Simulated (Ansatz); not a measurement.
**SiGe5: from a guess to a relaxed structure**

Where does this trial cell of SiGe5 go when cell and atoms are let free?

Method: DFT PBE, scalar-relativistic, plane waves, PAW, in Ansatz 0.2.0.

### Step 1. The system as given

Symmetry: P-62m, No. 189, hexagonal system. Conventional cell: a = 5.150 Å, b = 5.150 Å, c = 4.860 Å, α = 90.00°, β = 90.00°, γ = 120.00°. Around Si (site symmetry -62m) lie 12 Ge at 2.97 to 2.98 Å. Ge (site symmetry -6) is surrounded by 3 Si at 2.97 Å and 9 Ge at 2.97 to 2.98 Å. Around Ge (site symmetry m2m) lie 10 Ge at 2.97 to 2.98 Å and 2 Si at 2.98 Å.

Structure file:

```cif
data_structure
_symmetry_space_group_name_H-M 'P-62m'
_symmetry_Int_Tables_number 189
_cell_length_a 5.1495
_cell_length_b 5.1495
_cell_length_c 4.8604
_cell_angle_alpha 90.000
_cell_angle_beta 90.000
_cell_angle_gamma 120.000
_cell_volume 111.62
loop_
_atom_site_label
_atom_site_type_symbol
_atom_site_symmetry_multiplicity
_atom_site_Wyckoff_symbol
_atom_site_fract_x
_atom_site_fract_y
_atom_site_fract_z
_atom_site_occupancy
Si1 Si 1 a 0.00000 0.00000 0.00000 1
Ge1 Ge 2 c 0.33333 0.66667 0.00000 1
Ge2 Ge 3 g 0.66667 0.66667 0.50000 1
```

The start is an ordering of an alloy on its end members' structure types: elements ordered on the sites of the Ag type, Si/Ge on Ag (P-62m, No. 189).

### Step 2. Probe: one point on a coarse mesh

Input file input.yaml:

```yaml
crystal:
  lattice:
    - [5.149503, 0.0, 0.0]
    - [-2.5747515, 4.45960042, 0.0]
    - [0.0, 0.0, 4.86040631]
  atoms:
    - { symbol: Si, position: [0.0, 0.0, 0.0] }
    - { symbol: Ge, position: [0.33333333, 0.66666667, 0.0] }
    - { symbol: Ge, position: [0.66666667, 0.33333333, 0.0] }
    - { symbol: Ge, position: [0.66666667, 0.66666667, 0.5] }
    - { symbol: Ge, position: [0.33333333, 0.0, 0.5] }
    - { symbol: Ge, position: [0.0, 0.33333333, 0.5] }
basis:
  ecutwfc: 420
kpoints:
  mp_grid: { grid: [6, 6, 4] }
hamiltonian:
  xc: pbe
scf:
  occupations: { method: gaussian, width: 0.1 }
  lower_state_search: "off"
output:
  forces: true
  stress: true
  eigenvalues: true
```

Launch:

```console
$ ansatz run input.yaml --threads 1 --pin off --max-ram 2560MiB --backend cpu --events-out ev --progress --plain --runs-dir out
```

Further runs follow: relaxation on the finer mesh.

Q: Predict the outcome of this session. Wanted: conventional cell; volume; energy over the elements; gap on the mesh.

The runs gave:

| quantity | value |
| --- | --- |
| symmetry at the end (tolerance 0.05 Å) | space group P-62m (No. 189) |
| conventional cell | a = 5.072 Å, b = 5.072 Å, c = 5.032 Å, α = 90.00°, β = 90.00°, γ = 120.00° |
| volume | 18.68 Å³/atom |
| energy over the elements | +0.39 eV/atom |
| gap on the mesh | none (metal) |

What this shows: The space group P-62m (No. 189) is kept, at nearly the size of the first guess. The formation energy is positive, so the separate elements lie lower. No finished test with a distortion of lower symmetry is shown, so the end may be a saddle point.
